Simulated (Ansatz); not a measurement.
# CH4InNS: a ladder of functionals and wavefunction methods

How much do the methods differ for CH4InNS? The plan is to run it at one geometry with functionals of several rungs and with coupled cluster. The yardstick is the atomisation energy at the CCSD(T) limit.

Computed with Ansatz 0.2.0, Gaussian basis. Level: functionals in def2-TZVPP, the program's frozen cores in correlated methods.

Levels to be run: LDA (SPW92), PBE-D4, revPBE-D4, BLYP-D4, r2SCAN-D4, B97M-V, PBE0-D4, B3LYP-D4, r2SCANh-D4, r2SCAN0-D4, HSE06-D4, BHLYP-D4, CAM-B3LYP-D4, LC-ωPBE, ωB97X-V, ωB97M-V, B2PLYP, PBE-QIDH; CCSD(T)/def2-SVP; CCSD(T)/def2-TZVPP; MP2/def2-QZVPP; extrapolation to the limit; RPA on PBE.

### Step 1. The geometry

The geometry comes from an earlier relaxation with PBE0-D4 in a triple-zeta def2 set; it is a stationary point, not always the lowest conformer. In takes the def2 core potential; no spin-orbit term is included.

SMILES `S=C[NH][InH2]`, 8 atoms, charge 0, spin multiplicity 1.

Atoms are counted from 1 here; the program's logs count them from 0.

Bond lengths: S1–C2 1.636 Å, C2–N3 1.340 Å, C2–H5 1.094 Å, N3–In4 2.069 Å, N3–H6 1.015 Å, In4–H7 1.703 Å, In4–H8 1.702 Å. Angles: S1–C2–N3 126.6°, S1–C2–H5 119.9°, N3–C2–H5 113.5°, C2–N3–In4 126.2°, C2–N3–H6 111.7°, In4–N3–H6 122.2°, N3–In4–H7 111.7°, N3–In4–H8 112.3°, H7–In4–H8 136.0°.

### Step 2. LDA

This LDA is Slater exchange with PW92 correlation.

in.yaml reads:

```yaml
crystal:
  periodic: [false, false, false]
  atoms:
    - {symbol: S, position_ang: [1.077556, 2.713604, 0.357448]}
    - {symbol: C, position_ang: [0.504271, 1.285052, -0.197055]}
    - {symbol: N, position_ang: [0.104854, 0.242592, 0.543702]}
    - {symbol: In, position_ang: [-0.618601, -1.559105, -0.172530]}
    - {symbol: H, position_ang: [0.418695, 1.113441, -1.274599]}
    - {symbol: H, position_ang: [0.195983, 0.431766, 1.536707]}
    - {symbol: H, position_ang: [-0.658790, -1.589650, -1.874298]}
    - {symbol: H, position_ang: [-1.023957, -2.637710, 1.080624]}
basis:
  gaussian: {orbitals: def2-TZVPP}
hamiltonian: {xc: lda}
output: {orbitals: {seedname: orbitals}}
```

Further steps of the session: PBE-D4 (GGA); revPBE-D4 (GGA); BLYP-D4 (GGA); r2SCAN-D4 (meta-GGA); B97M-V (meta-GGA); PBE0-D4 (hybrid); B3LYP-D4 (hybrid); r2SCANh-D4 (hybrid); r2SCAN0-D4 (hybrid); HSE06-D4 (hybrid); BHLYP-D4 (hybrid); CAM-B3LYP-D4 (range-separated); LC-ωPBE (range-separated); ωB97X-V (range-separated); ωB97M-V (range-separated); B2PLYP (double hybrid); PBE-QIDH (double hybrid); CCSD(T) in def2-SVP; CCSD(T) in def2-TZVPP; MP2 in def2-QZVPP; RPA on PBE orbitals.

Before running them: what should the planned runs give, taken together? Wanted: atomisation energy, CCSD(T)/CBS; farthest beyond LDA; mean size of error, GGA; mean size of error, meta-GGA; mean size of error, hybrid; mean size of error, range-separated; mean size of error, double hybrid; gap, smallest and largest; T1 diagnostic.

The runs gave:

| quantity | value |
| --- | --- |
| atomisation energy, CCSD(T)/CBS | 2458.5 kJ/mol |
| functionals within 24.6 kJ/mol (1.0 %) | revPBE-D4, BLYP-D4, r2SCAN-D4, PBE0-D4, B3LYP-D4, r2SCANh-D4, HSE06-D4, CAM-B3LYP-D4, LC-ωPBE, ωB97X-V, ωB97M-V |
| farthest beyond LDA | BHLYP-D4 (-103.4 kJ/mol) |
| mean size of error, GGA | 27.8 kJ/mol |
| mean size of error, meta-GGA | 18.9 kJ/mol |
| mean size of error, hybrid | 31.3 kJ/mol |
| mean size of error, range-separated | 13.6 kJ/mol |
| mean size of error, double hybrid | 34.8 kJ/mol |
| gap, smallest and largest | 1.83 eV (BLYP-D4), 8.23 eV (LC-ωPBE) |
| T1 diagnostic | 0.0184 |
| triples share of the correlation energy | 4.2 % |

In words: The LDA atomisation energy is off by 434.0 kJ/mol (18 %): it overbinds. PBE-D4 misses by +74.1 kJ/mol. Double hybrids carry the basis error of their MP2 part in triple zeta, and no dispersion term here, so their miss is partly the set-up's. The rungs range-separated, meta-GGA miss on average by less than the doubt on the reference (24.6 kJ/mol), so they tie. The reference freezes the cores and leaves out spin-orbit coupling and excitations past (T), and its outer-core shells are covered unevenly, so misses under about 24.6 kJ/mol can't be ranked. All levels share the lack of spin-orbit coupling, which lowers the free heavy atoms and so the true binding. Hartree-Fock recovers 65 % of the binding; the rest is correlation. CCSD(T) in def2-SVP is off by -188.5 kJ/mol, which most functionals beat. The gap grows from 1.8 to 8.2 eV across the functionals, mostly with the share of exact exchange. Correlated methods include outer-core shells of In, which these sets cover unevenly.
